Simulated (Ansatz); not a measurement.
# Si6O11: the cost of one run

Computed with Ansatz 0.2.0 (DFT LDA+D3(BJ), scalar-relativistic, plane waves, PAW, unless a step's input says otherwise).

35 further runs of the same task are left out: 35 set aside as unsound or not needed.

## (1) Starting point

The structure is trigonal, space group P3_221 (No. 154). Conventional cell: a = 4.757 Å, b = 4.757 Å, c = 5.286 Å, α = 90.00°, β = 90.00°, γ = 120.00°. Si (site symmetry 2) is surrounded by 4 O at 1.61 Å. Around O (site symmetry 1) lie 2 Si at 1.61 Å.

Coordinates:

```xyz
9
Lattice="4.7575 0.0000 0.0000 -2.3787 4.1201 0.0000 0.0000 0.0000 5.2864" Properties=species:S:1:pos:R:3 pbc="T T T"
Si    2.1683    0.0000    3.5243
Si   -1.0841    1.8778    1.7621
Si    1.2946    2.2423    0.0000
O     0.4155    1.6710    1.2259
O     3.1026   -0.4756    4.7501
O     3.6181    2.9247    2.9880
O     1.2394    1.1954    4.0605
O    -1.9632    2.4491    0.5363
O     0.7238    4.5957    2.2984
```

It is the result of an earlier relaxation at this level (volume 11.51 Å³/atom; gap on the mesh: 6.03 eV).

## (2) Plan of the line

Atoms count from 1 in the order of the input.

An atom moved over a plane that holds its own site and a neighbouring vacancy.

First coordinate, path of O12 from its site (0) to the vacancy (1), 2.596 Å: 11 values from −0.125 to 1.125. Second coordinate, shift of O12 across the path, along a normal: 9 values from −0.500 Å.

Nothing else is relaxed (all other atoms held at the sites of the perfect crystal). Points are written as (first, second).

## (3) The run at (−0.125, −0.500 Å)

File input.yaml:

```yaml
crystal:
  lattice:
    - [-2.3787273191, 4.120076574, 0.0]
    - [0.0, 0.0, 5.2863858066]
    - [7.1361819573, 4.120076574, 0.0]
  atoms:
    - { symbol: Si, position: [0.7721166576, 0.6666666667, 0.2278833424] }
    - { symbol: Si, position: [0.2721166576, 0.6666666667, 0.7278833424] }
    - { symbol: Si, position: [0.9557666849, 0.3333333333, 0.5] }
    - { symbol: Si, position: [0.4557666849, 0.3333333333, 0.0] }
    - { symbol: Si, position: [0.2721166576, 0.0, 0.2721166576] }
    - { symbol: Si, position: [0.7721166576, 0.0, 0.7721166576] }
    - { symbol: O, position: [0.2605084505, 0.2318883812, 0.1450650674] }
    - { symbol: O, position: [0.7605084505, 0.2318883812, 0.6450650674] }
    - { symbol: O, position: [0.0873433758, 0.8985550478, 0.797213241] }
    - { symbol: O, position: [0.6521481737, 0.5652217145, 0.0577216916] }
    - { symbol: O, position: [0.1521481737, 0.5652217145, 0.5577216916] }
    - { symbol: O, position: [0.1260495835, 0.7777016478, 0.1342633206] }
    - { symbol: O, position: [0.5873433758, 0.7681116188, 0.702786759] }
    - { symbol: O, position: [0.1521481737, 0.1014449522, 0.4422783084] }
    - { symbol: O, position: [0.6521481737, 0.1014449522, 0.9422783084] }
    - { symbol: O, position: [0.7605084505, 0.4347782855, 0.3549349326] }
    - { symbol: O, position: [0.2605084505, 0.4347782855, 0.8549349326] }
total_charge: 2
basis:
  ecutwfc: 420
kpoints:
  mp_grid: { grid: [4, 4, 4] }
hamiltonian:
  xc: lda
  pseudopotentials: { kind: paw, azcp: { folder: soft_1 } }
  dispersion: d3bj
scf:
  occupations: { method: gaussian, width: 0.05 }
output:
  forces: true
  stress: true
  eigenvalues: true
  write_density: true
  write_potential: true
  elf: true
  volumetric_format: npy
```

Run with:

```sh
> ansatz run input.yaml --threads 4 --pin off --max-ram 8192MiB --backend cpu --events-out ev --progress --plain --runs-dir out
```

Q: Estimate wall time and peak memory on 4 threads of Intel Xeon 6975P-C (Granite Rapids), shared host.

About 7.1 s, with a peak of 0.8 GiB.
